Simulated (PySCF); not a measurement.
**C₂H₉FO₂Si₂: electronic excitations**

What electronic excitations should C₂H₉FO₂Si₂ (`COC[Si@@H](F)O[SiH3]`) show?

Computed with PySCF 2.14.0, with density-fitted response routines of our own, on a single molecule in the gas phase. Atoms are numbered from 0 throughout.

**1. Starting geometry**

16 atoms, charge 0, multiplicity 1; geometry from: GFN2-xTB.

Bonds of the start (Å): C0–O1 1.40, O1–C2 1.42, C2–Si3 1.90, Si3–F4 1.61, Si3–O5 1.60, O5–Si6 1.64, C0–H7 1.10, C0–H8 1.10, C0–H9 1.09, C2–H10 1.10, C2–H11 1.10, Si3–H12 1.45, Si6–H13 1.46, Si6–H14 1.46, Si6–H15 1.46.

**2. Excited states and response: CAM-B3LYP/def2-SVPD**

The job: settings as JSON, then the geometry in Å.

```
{"job": {"kind": "uv", "xc": "CAM-B3LYP", "basis": "def2-SVPD", "nstates": 8, "ntriplets": 3}, "charge": 0, "multiplicity": 1}
C     -1.838587    -0.469280     1.165307
O     -0.759895     0.080918     0.458898
C     -1.005980     0.233453    -0.926587
Si     0.636123     0.812678    -1.695260
F      0.672384     2.419400    -1.650954
O      1.842233     0.274000    -0.795518
Si     2.176367    -0.403354     0.663548
H     -2.075544    -1.478517     0.803829
H     -2.735557     0.155611     1.070790
H     -1.538409    -0.518516     2.210312
H     -1.337088    -0.722729    -1.354412
H     -1.819486     0.953097    -1.088077
H      0.863729     0.426576    -3.071590
H      1.740278     0.477630     1.737017
H      3.632442    -0.514684     0.576127
H      1.539392    -1.717338     0.707070
```

With the program's defaults for keys left out, this is: TDDFT CAM-B3LYP/def2-SVPD, vertical, gas phase, core orbitals frozen in the response.

Run with:

```console
> OMP_NUM_THREADS=1 python probes_run.py task.json out
```

This one command runs all jobs of the session in turn.

What will the session give for the following? lowest singlet (CAM-B3LYP/def2-SVPD); brightest single state of those computed; lowest triplet. Wanted: lowest singlet; brightest single state of those computed; lowest triplet.

**Answer**, as computed:

```
                                quantity                        value
    lowest singlet (CAM-B3LYP/def2-SVPD)  7.20 eV (172 nm), f = 0.012
brightest single state of those computed  state 7, 8.34 eV, f = 0.024
                          lowest triplet                      6.90 eV
```

What this shows: The first singlet state (HOMO→LUMO 0.78, HOMO→LUMO+5 0.09) lies at 7.20 eV and is weak; of the 8 states computed, the strongest absorption comes from state 7 at 8.34 eV. The lowest triplet lies 0.30 eV below the lowest singlet (triplets in Tamm-Dancoff, singlets in full TDDFT).
